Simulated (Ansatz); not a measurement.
**Cl₃GeHS: small, medium and large basis sets**

Aim: see how fast density functionals converge with the basis set for Cl₃GeHS.

Program: Ansatz 0.2.0, Gaussian basis. Level of theory: one geometry, several basis sets. These are calculated values, not measurements.

The runs, in order: PBE0-D4/def2-SVP; ωB97M-V/def2-SVP; PBE0-D4/def2-QZVPP; ωB97M-V/def2-QZVPP; the functionals' def2-TZVPP values are taken from earlier runs.

### Step 1. The relaxed structure

An earlier PBE0-D4 in a triple-zeta def2 set relaxation fixed the geometry.

SMILES `[SH][Ge]([Cl])([Cl])[Cl]`, 6 atoms, charge 0, spin multiplicity 1.

Atoms are counted from 1 here; the program's logs count them from 0.

Bond lengths: S1–Ge2 2.188 Å, S1–H6 1.346 Å, Ge2–Cl3 2.123 Å, Ge2–Cl4 2.129 Å, Ge2–Cl5 2.129 Å. Angles: Ge2–S1–H6 92.3°, S1–Ge2–Cl3 107.1°, S1–Ge2–Cl4 112.4°, S1–Ge2–Cl5 112.3°, Cl3–Ge2–Cl4 109.1°, Cl3–Ge2–Cl5 109.1°, Cl4–Ge2–Cl5 106.7°.

### Step 2. PBE0-D4 in def2-SVP

Input file in.yaml:

```yaml
crystal:
  periodic: [false, false, false]
  atoms:
    - {symbol: S, position_ang: [-1.043238, 0.605771, 1.367396]}
    - {symbol: Ge, position_ang: [0.338880, -0.255084, -0.094452]}
    - {symbol: Cl, position_ang: [1.722606, -1.452344, 0.981909]}
    - {symbol: Cl, position_ang: [-0.655234, -1.466785, -1.536038]}
    - {symbol: Cl, position_ang: [1.403020, 1.236867, -1.179041]}
    - {symbol: H, position_ang: [-1.724033, 1.267577, 0.414026]}
basis:
  gaussian: {orbitals: def2-SVP}
hamiltonian: {xc: pbe0, dispersion: d4}
output: {orbitals: {seedname: orbitals}}
```

Launch:

```console
$ ansatz run in.yaml --threads 4 --pin off --events-out ev --progress --plain --max-ram 10444MiB
```

After this run come: ωB97M-V in def2-SVP; PBE0-D4 in def2-QZVPP; ωB97M-V in def2-QZVPP.

Before running them: what should the planned runs give, taken together? Wanted: PBE0-D4: double and triple zeta above quadruple; ωB97M-V: double and triple zeta above quadruple.

As calculated:

| quantity | value |
| --- | --- |
| PBE0-D4: double and triple zeta above quadruple | 26.59, 2.63 eV |
| ωB97M-V: double and triple zeta above quadruple | 26.25, 2.53 eV |

What this shows: PBE0-D4 gains 23.96 eV from double to triple zeta, then 2.63 eV more. These are total energies; as a rule much of such shifts cancels in differences, which this series doesn't test.
